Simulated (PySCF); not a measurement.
# C2H4FI (gauche 1-Iodo-2-Fluoroethane): the cost of one run

Computed with PySCF 2.14.0 and routines of our own; the level stands in each step. Atoms count from 0.

### 1 The system as given

8 atoms, charge 0, multiplicity 1; geometry from: GFN2-xTB.

### 2 Relaxing the molecule at PBE0-D3(BJ)/def2-SVP

The job: settings as JSON, then the geometry in Å.

```
{"job": {"xc": "PBE0", "basis": "def2-SVP", "d3": "d3bj", "grid": 1, "maxiter": 30, "shake": 0.01, "kind": "geom"}, "charge": 0, "multiplicity": 1}
F     -1.686610    -0.735100    -0.122100
C     -0.749410     0.260740    -0.074950
C      0.593970    -0.394760     0.051400
I      2.181180     1.107520     0.138500
H     -0.979850     0.891920     0.778830
H     -0.830490     0.852310    -0.998790
H      0.686870    -0.977940     0.975680
H      0.839480    -1.023840    -0.801030
```

Command:

```console
$ OMP_NUM_THREADS=1 python heavy_run.py task.json out
```

One launch serves the whole session: the jobs run in the order shown.

Q: Estimate the wall time and peak memory of this first job on 1 thread of Arm Neoverse V2, shared host.

About 24 s, with a peak of 0.38 GiB.
